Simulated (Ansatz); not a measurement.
# CH7AlN2: basis-set convergence

An exercise on one series of results from a longer session: the logs are not shown, and one member is left open.

Method: one geometry, several basis sets; program: Ansatz 0.2.0, Gaussian basis.

The runs, in order: PBE0-D4/def2-SVP; ωB97M-V/def2-SVP; PBE0-D4/def2-QZVPP; ωB97M-V/def2-QZVPP; the functionals' def2-TZVPP values are taken from earlier runs.

## Structure used throughout

All runs share one geometry, relaxed beforehand with PBE0-D4 in a triple-zeta def2 set.

11 atoms, charge 0, spin multiplicity 1.

Atoms are counted from 1 here; the program's logs count them from 0.

Bond lengths: N1–C2 1.528 Å, N1–Al3 2.023 Å, N1–H5 1.011 Å, N1–H6 1.011 Å, C2–Al3 1.946 Å, C2–H7 1.088 Å, C2–H8 1.088 Å, Al3–N4 1.783 Å, Al3–H9 1.586 Å, N4–H10 1.006 Å, N4–H11 1.006 Å. Angles: C2–N1–Al3 64.7°, C2–N1–H5 113.2°, C2–N1–H6 114.0°, Al3–N1–H5 121.2°, Al3–N1–H6 125.7°, H5–N1–H6 109.0°, N1–C2–Al3 70.0°, N1–C2–H7 110.2°, N1–C2–H8 110.6°, Al3–C2–H7 122.3°, Al3–C2–H8 124.5°, H7–C2–H8 109.5°, N1–Al3–C2 45.3°, N1–Al3–N4 115.6°, N1–Al3–H9 109.0°, C2–Al3–N4 119.3°, C2–Al3–H9 120.6°, N4–Al3–H9 120.0° and more.

The first run:

File in.yaml:

```yaml
crystal:
  periodic: [false, false, false]
  atoms:
    - {symbol: N, position_ang: [-1.198154, 0.512087, 0.240878]}
    - {symbol: C, position_ang: [-0.064482, 1.259123, -0.460950]}
    - {symbol: Al, position_ang: [0.656947, -0.222043, 0.573955]}
    - {symbol: N, position_ang: [1.037709, -1.756835, -0.249920]}
    - {symbol: H, position_ang: [-1.833085, 0.058749, -0.401571]}
    - {symbol: H, position_ang: [-1.730693, 1.082095, 0.883265]}
    - {symbol: H, position_ang: [-0.019728, 2.288394, -0.112417]}
    - {symbol: H, position_ang: [-0.207053, 1.246290, -1.539554]}
    - {symbol: H, position_ang: [1.020030, -0.034565, 2.106661]}
    - {symbol: H, position_ang: [1.280827, -2.610188, 0.224912]}
    - {symbol: H, position_ang: [1.122984, -1.880006, -1.244759]}
basis:
  gaussian: {orbitals: def2-SVP}
hamiltonian: {xc: pbe0, dispersion: d4}
output: {orbitals: {seedname: orbitals}}
```

Command:

```sh
$ ansatz run in.yaml --threads 2 --pin off --events-out ev --progress --plain --max-ram 4352MiB
```

Steps of the session up to this table: PBE0-D4 in def2-SVP; ωB97M-V in def2-SVP; PBE0-D4 in def2-QZVPP; ωB97M-V in def2-QZVPP.

One of the session's tables, all rows but one given; the rest of the session is left out.

It belongs to the step «Functionals by basis». 

```
functional       basis  HOMO (eV)  LUMO (eV)
   PBE0-D4    def2-SVP      -6.16       1.18
   PBE0-D4  def2-TZVPP      -6.37       0.57
   PBE0-D4  def2-QZVPP          ?          ?
   ωB97M-V    def2-SVP      -8.50       2.80
   ωB97M-V  def2-TZVPP      -8.71       1.98
   ωB97M-V  def2-QZVPP      -8.75       1.26
```

**Question.** Estimate the row for PBE0-D4, def2-QZVPP.

**Answer.** HOMO (eV): -6.42; LUMO (eV): 0.17. In the column «HOMO (eV)» it lies between ωB97M-V, def2-SVP (-8.50) and PBE0-D4, def2-TZVPP (-6.37).
